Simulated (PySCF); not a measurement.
# Ge³⁰⁺: ionisation energy in even-tempered 15s7p4d3f3g

Each state of germanium is computed at each level; their differences give the ionisation energy. How far do the methods differ?

The numbers are computed with PySCF 2.14.0 (unrestricted determinants in a Gaussian basis, no spin-orbit coupling in the energies), except any that are marked as measured or tabulated.

**1. The atom as given**

```
Element                                   : germanium (Z = 32)
Basis                                     : an uncontracted even-tempered set (15 s from 40 bohr⁻², ratio 2.2; 7 p from 60 bohr⁻², ratio 2.4; 4 d from 180 bohr⁻², ratio 2.4; 3 f from 270 bohr⁻², ratio 2.4; 3 g from 410 bohr⁻², ratio 2.4)
Hamiltonian                               : the non-relativistic Hamiltonian (point nucleus)
State 1                                   : Ge³⁰⁺: 1s2, closed-shell 1S
Needed too, but not shown                 : Ge³¹⁺ 1s1 (2S)
Methods                                   : CCSD(T)
Core shells frozen in the correlated runs : all electrons: nothing (for Ge³⁰⁺)
```

Outer shells as boxes (Hund's rule):

Ge30+ 1s2
```
1s [↑↓]
```

One driver process ran all states and methods and kept the integrals in memory. Each run is shown as a PySCF script that sums up its settings (the driver passes frozen orbitals as a list and adds second-order terms of double hybrids); the logs are those of the runs themselves. The driver starts from symmetry-adapted Hartree-Fock orbitals, holds the occupation by maximum overlap and uses a logarithmic radial grid for functionals, so a plain start would take other cycles.

The integrals over 104 functions and the set-up took 0.61 s of CPU time.

**2. Ge³⁰⁺: CCSD(T) (all electrons)**

#### CCSD(T) (all electrons)

The input, input.py:

```python
from pyscf import gto, scf, dft, mp, cc
mol = gto.M(atom="Ge 0 0 0", charge=30, spin=0, symmetry="D2h",
            basis=gto.etbs([(0, 15, 40, 2.2), (1, 7, 60, 2.4), (2, 4, 180, 2.4), (3, 3, 270, 2.4), (4, 3, 410, 2.4)]))
mf = scf.UHF(mol)
mf.irrep_nelec = {'Ag': (1, 1)}
mf.kernel()
mycc = cc.CCSD(mf, frozen=[[93, 94, 95, 96, 97, 98, 99, 100, 101, 102, 103], [93, 94, 95, 96, 97, 98, 99, 100, 101, 102, 103]]).run()
mycc.ccsd_t()
```

Q: Predict the outcome of this session.

The runs gave:

```
                quantity                                                           value
ionisation energy, Ge³⁰⁺  UHF 13391.0, FCI (all electrons) 13392.3 eV; reference 13557.4
```

Accuracy by level (over 1 difference):

```tsv
method	mean absolute miss against FCI (all electrons) (eV)
UHF	1.243
MP2 (all electrons)	0.010
SCS-MP2 (all electrons)	0.236
CCSD (all electrons)	0.000
CCSD(T) (all electrons)	0.000
CCSDT (all electrons)	0.000
FCI (all electrons)	0.000
```

In words: The methods span 1.479 eV, from UHF (13391.0) to SCS-MP2 (all electrons) (13392.5). The reference is uncertain or not like for like (spin-orbit coupling or other relativistic terms), so no ranking of close methods is drawn. The basis is finite, and no extrapolation was made.
